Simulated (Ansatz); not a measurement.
# Ti2Hg: the cost of one run

Method: DFT PBE, scalar-relativistic, plane waves, PAW, in Ansatz 0.2.0.

**1. Starting point**

Symmetry: P-6m2, No. 187, hexagonal system. The conventional cell has a = 3.815 Å, b = 3.815 Å, c = 4.862 Å, α = 90.00°, β = 90.00°, γ = 120.00°. Around Ti (site symmetry -6m2) lie 3 Hg at 2.20 Å and 2 Ti at 2.43 Å. Around Ti (site symmetry -6m2) lie 2 Ti at 2.43 Å. Hg (site symmetry -6m2) has 3 Ti at 2.20 Å in its first shell of neighbours.

Coordinates:

```cif
data_structure
_symmetry_space_group_name_H-M 'P 1'
_symmetry_Int_Tables_number 1
_cell_length_a 3.8151
_cell_length_b 3.8151
_cell_length_c 4.8617
_cell_angle_alpha 90.000
_cell_angle_beta 90.000
_cell_angle_gamma 120.000
_cell_volume 61.28
loop_
_atom_site_label
_atom_site_type_symbol
_atom_site_fract_x
_atom_site_fract_y
_atom_site_fract_z
_atom_site_occupancy
Ti1 Ti 0.33333 0.66667 0.50000 1
Ti2 Ti 0.33333 0.66667 0.00000 1
Hg1 Hg 0.00000 0.00000 0.50000 1
```

The cell is invented: random cell by space group and Wyckoff sites (P-6m2, No. 187). Its size is a rough estimate.

**2. Probe: one point on a coarse mesh**

input.yaml

```yaml
crystal:
  lattice:
    - [3.81508374, 0.0, 0.0]
    - [-1.90754187, 3.30395943, 0.0]
    - [0.0, 0.0, 4.86173855]
  atoms:
    - { symbol: Ti, position: [0.33333333, 0.66666667, 0.5] }
    - { symbol: Ti, position: [0.33333333, 0.66666667, 0.0] }
    - { symbol: Hg, position: [0.0, 0.0, 0.5] }
basis:
  ecutwfc: 420
kpoints:
  mp_grid: { grid: [6, 6, 4] }
hamiltonian:
  xc: pbe
scf:
  occupations: { method: gaussian, width: 0.1 }
  lower_state_search: "off"
output:
  forces: true
  stress: true
  eigenvalues: true
```

The run is started by

```bash
$ ansatz run input.yaml --threads 1 --pin off --max-ram 2560MiB --backend cpu --events-out ev --progress --plain --runs-dir out
```

What time and memory should one allow on 1 thread of Intel Xeon 6975P-C (Granite Rapids), shared host?

About 3.1 s, with a peak of 0.41 GiB.
